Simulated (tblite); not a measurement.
# C3H4N2Se2Si: the cost of one run

The runs use tblite 0.8.0 and PySCF 2.14.0, with density-fitted response routines of our own; the level of theory stands in each step. All values are computed, except where a source is named. Atoms count from 0, in the outputs and in this text.

## (1) The starting structure

12 atoms, charge 0, multiplicity 1; geometry from: force field or distance geometry start.

Bonds of the start (Å): N0–C1 1.14, C1–C2 1.47, C2–Se3 1.95, Se3–Se4 2.39, Se4–Si5 2.29, Si5–C6 1.83, C6–N7 1.17, C2–H8 1.12, C2–H9 1.10, Si5–H10 1.47, Si5–H11 1.48.

## (2) Geometry optimisation with GFN2-xTB

Job settings and geometry (Å):

```
{"job": {"kind": "relax", "xc": "GFN2-xTB", "basis": "xTB"}, "charge": 0, "multiplicity": 1}
N     -2.616400     1.493500    -0.237900
C     -2.601500     0.415600     0.119200
C     -2.541600    -0.978400     0.576000
Se    -0.763900    -1.629400     0.109200
Se     0.753800    -0.513900     1.576700
Si     1.993400     0.881100     0.256900
C      3.562500     0.079900    -0.245600
N      4.560900    -0.449500    -0.548800
H     -2.594000    -1.019200     1.693900
H     -3.281700    -1.631700     0.084100
H      2.262600     2.068500     1.082700
H      1.267100     1.282800    -0.962900
```

Run with:

```bash
$ OMP_NUM_THREADS=1 python probes_run.py task.json out
```

The driver reads the jobs from task.json and runs them one after another.

Q: Estimate the wall time and peak memory of this first job on 1 thread of Arm Neoverse N1, shared host.

About 1.2 s, with a peak of 0.18 GiB.
